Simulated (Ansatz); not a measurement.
**C₃H₅B: up Jacob's ladder to CCSD(T)**

How much do the methods differ for C₃H₅B? The plan is to run it at one geometry with functionals of several rungs and with coupled cluster, and see how far each lands from CCSD(T) at the basis-set limit for the atomisation energy.

Program: Ansatz 0.2.0, Gaussian basis. Level of theory: functionals in def2-TZVPP, the program's frozen cores in correlated methods. These are calculated values, not measurements.

Levels to be run: LDA (SPW92), PBE-D4, revPBE-D4, BLYP-D4, r2SCAN-D4, B97M-V, PBE0-D4, B3LYP-D4, r2SCANh-D4, r2SCAN0-D4, HSE06-D4, BHLYP-D4, CAM-B3LYP-D4, LC-ωPBE, ωB97X-V, ωB97M-V, B2PLYP, PBE-QIDH; CCSD(T)/def2-SVP; CCSD(T)/def2-TZVPP; MP2/def2-QZVPP; extrapolation to the limit; RPA on PBE.

**1. The geometry**

All runs share one geometry, relaxed beforehand with PBE0-D4 in a triple-zeta def2 set.

SMILES `BC1=CC1`, 9 atoms, charge 0, spin multiplicity 1.

Atoms are counted from 1 here; the program's logs count them from 0.

Bond lengths: B1–C2 1.484 Å, B1–H5 1.195 Å, B1–H6 1.195 Å, C2–C3 1.283 Å, C2–C4 1.638 Å, C3–C4 1.497 Å, C3–H7 1.073 Å, C4–H8 1.087 Å, C4–H9 1.087 Å. Angles: C2–B1–H5 118.9°, C2–B1–H6 118.9°, H5–B1–H6 121.3°, B1–C2–C3 136.6°, B1–C2–C4 76.4°, C3–C2–C4 60.2°, C2–C3–C4 71.7°, C2–C3–H7 147.5°, C4–C3–H7 140.8°, C2–C4–C3 48.1°, C2–C4–H8 119.5°, C2–C4–H9 119.6°, C3–C4–H8 117.5°, C3–C4–H9 117.5°, H8–C4–H9 116.8°.

**2. LDA**

This LDA is Slater exchange with PW92 correlation.

Input file in.yaml:

```yaml
crystal:
  periodic: [false, false, false]
  atoms:
    - {symbol: B, position_ang: [-0.589797, 0.992045, -0.562771]}
    - {symbol: C, position_ang: [0.742728, 0.339053, -0.535385]}
    - {symbol: C, position_ang: [1.276595, -0.666558, 0.055855]}
    - {symbol: C, position_ang: [-0.151665, -0.566915, 0.494728]}
    - {symbol: H, position_ang: [-1.360472, 0.695916, -1.427019]}
    - {symbol: H, position_ang: [-0.789056, 1.928297, 0.152964]}
    - {symbol: H, position_ang: [2.153310, -1.266375, 0.206586]}
    - {symbol: H, position_ang: [-0.850600, -1.298442, 0.096883]}
    - {symbol: H, position_ang: [-0.342644, -0.203121, 1.501260]}
basis:
  gaussian: {orbitals: def2-TZVPP}
hamiltonian: {xc: lda}
output: {orbitals: {seedname: orbitals}}
```

Command:

```bash
ansatz run in.yaml --threads 2 --pin off --events-out ev --progress --plain --max-ram 4352MiB
```

Further steps of the session: PBE-D4 (GGA); revPBE-D4 (GGA); BLYP-D4 (GGA); r2SCAN-D4 (meta-GGA); B97M-V (meta-GGA); PBE0-D4 (hybrid); B3LYP-D4 (hybrid); r2SCANh-D4 (hybrid); r2SCAN0-D4 (hybrid); HSE06-D4 (hybrid); BHLYP-D4 (hybrid); CAM-B3LYP-D4 (range-separated); LC-ωPBE (range-separated); ωB97X-V (range-separated); ωB97M-V (range-separated); B2PLYP (double hybrid); PBE-QIDH (double hybrid); CCSD(T) in def2-SVP; CCSD(T) in def2-TZVPP; MP2 in def2-QZVPP; RPA on PBE orbitals.

Q: Predict the results of all the runs planned. Wanted: atomisation energy, CCSD(T)/CBS; farthest beyond LDA; mean size of error, GGA; mean size of error, meta-GGA; mean size of error, hybrid; mean size of error, range-separated; mean size of error, double hybrid; gap, smallest and largest; T1 diagnostic.

**Answer**, as computed:

```
                               quantity                                      value
        atomisation energy, CCSD(T)/CBS                                  37.376 eV
    functionals within 0.187 eV (0.5 %)                         r2SCAN0-D4, B2PLYP
                    farthest beyond LDA                         PBE-D4 (+1.404 eV)
                mean size of error, GGA                                   0.688 eV
           mean size of error, meta-GGA                                   0.504 eV
             mean size of error, hybrid                                   0.489 eV
    mean size of error, range-separated                                   0.301 eV
      mean size of error, double hybrid                                   0.205 eV
              gap, smallest and largest  5.48 eV (LDA (SPW92)), 12.86 eV (LC-ωPBE)
                          T1 diagnostic                                     0.0110
triples share of the correlation energy                                      4.7 %
```

The LDA atomisation energy is off by 5.810 eV (16 %): it overbinds. PBE-D4 misses by +1.404 eV. Double hybrids carry the basis error of their MP2 part in triple zeta, and no dispersion term here, so their miss is partly the set-up's. Taken by rung, double hybrid functionals do best (0.205 eV on average) and GGA ones worst beyond LDA (0.688 eV). The reference freezes the cores and leaves out relativity and excitations past (T), so misses under about 0.187 eV can't be ranked. Hartree-Fock recovers 74 % of the binding; the rest is correlation. CCSD(T) in def2-SVP is off by -1.347 eV, so the small basis spoils what the method gains. The gap grows from 5.5 to 12.9 eV across the functionals, mostly with the share of exact exchange.
